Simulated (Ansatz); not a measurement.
# CH7ClSiSn: basis-set convergence

An exercise on one series of results from a longer session: the logs are not shown, and one member is left open.

Method: one geometry, several basis sets; program: Ansatz 0.2.0, Gaussian basis.

Levels to be run: PBE0-D4/def2-SVP; ωB97M-V/def2-SVP; PBE0-D4/def2-QZVPP; ωB97M-V/def2-QZVPP; the functionals' def2-TZVPP values are taken from earlier runs.

### The geometry

An earlier PBE0-D4 in a triple-zeta def2 set relaxation fixed the geometry. Sn takes the def2 core potential; no spin-orbit term is included.

SMILES `C[SiH](Cl)[SnH3]`, 11 atoms, charge 0, spin multiplicity 1.

Atoms are counted from 1 here; the program's logs count them from 0.

Bond lengths: C1–Si2 1.864 Å, C1–H5 1.094 Å, C1–H6 1.092 Å, C1–H7 1.092 Å, Si2–Cl3 2.072 Å, Si2–Sn4 2.566 Å, Si2–H8 1.487 Å, Sn4–H9 1.710 Å, Sn4–H10 1.708 Å, Sn4–H11 1.706 Å. Angles: Si2–C1–H5 110.0°, Si2–C1–H6 110.4°, Si2–C1–H7 110.9°, H5–C1–H6 108.5°, H5–C1–H7 108.5°, H6–C1–H7 108.5°, C1–Si2–Cl3 108.8°, C1–Si2–Sn4 113.0°, C1–Si2–H8 110.2°, Cl3–Si2–Sn4 107.8°, Cl3–Si2–H8 106.4°, Sn4–Si2–H8 110.5°, Si2–Sn4–H9 110.7°, Si2–Sn4–H10 110.2°, Si2–Sn4–H11 110.9°, H9–Sn4–H10 108.0°, H9–Sn4–H11 108.3°, H10–Sn4–H11 108.6°.

As a file:

```xyz
11
charge 0, multiplicity 1
C     0.15657    1.57970    0.89777
Si    0.34551   -0.27062    0.77868
Cl    2.35852   -0.74426    0.90646
Sn   -0.54744   -1.22825   -1.42795
H    -0.90279    1.84945    0.86853
H     0.58172    1.94624    1.83492
H     0.66307    2.07784    0.06885
H    -0.31409   -0.93042    1.93609
H    -2.21908   -0.90632   -1.59462
H     0.26143   -0.51343   -2.75107
H    -0.31801   -2.91703   -1.49697
```

The first run:

in.yaml reads:

```yaml
crystal:
  periodic: [false, false, false]
  atoms:
    - {symbol: C, position_ang: [0.156573, 1.579697, 0.897768]}
    - {symbol: Si, position_ang: [0.345507, -0.270620, 0.778681]}
    - {symbol: Cl, position_ang: [2.358519, -0.744257, 0.906461]}
    - {symbol: Sn, position_ang: [-0.547437, -1.228247, -1.427950]}
    - {symbol: H, position_ang: [-0.902793, 1.849446, 0.868534]}
    - {symbol: H, position_ang: [0.581721, 1.946236, 1.834921]}
    - {symbol: H, position_ang: [0.663066, 2.077841, 0.068855]}
    - {symbol: H, position_ang: [-0.314088, -0.930418, 1.936086]}
    - {symbol: H, position_ang: [-2.219079, -0.906316, -1.594617]}
    - {symbol: H, position_ang: [0.261425, -0.513435, -2.751066]}
    - {symbol: H, position_ang: [-0.318013, -2.917026, -1.496974]}
basis:
  gaussian: {orbitals: def2-SVP}
hamiltonian: {xc: pbe0, dispersion: d4}
output: {orbitals: {seedname: orbitals}}
```

Among the steps run: PBE0-D4 in def2-SVP; ωB97M-V in def2-SVP; PBE0-D4 in def2-QZVPP; ωB97M-V in def2-QZVPP.

One table of the session follows, with a row left open; its other results are not shown here.

It belongs to the step «Functionals by basis». 

```
functional       basis  HOMO (eV)  LUMO (eV)
   PBE0-D4    def2-SVP      -7.60      -0.04
   PBE0-D4  def2-TZVPP          ?          ?
   PBE0-D4  def2-QZVPP      -7.67      -0.37
   ωB97M-V    def2-SVP      -9.56       1.80
   ωB97M-V  def2-TZVPP      -9.65       1.39
   ωB97M-V  def2-QZVPP      -9.66       1.08
```

Estimate the missing values for PBE0-D4, def2-TZVPP.

As computed: HOMO (eV): -7.65; LUMO (eV): -0.28. In the column «HOMO (eV)» it lies between PBE0-D4, def2-QZVPP (-7.67) and PBE0-D4, def2-SVP (-7.60).
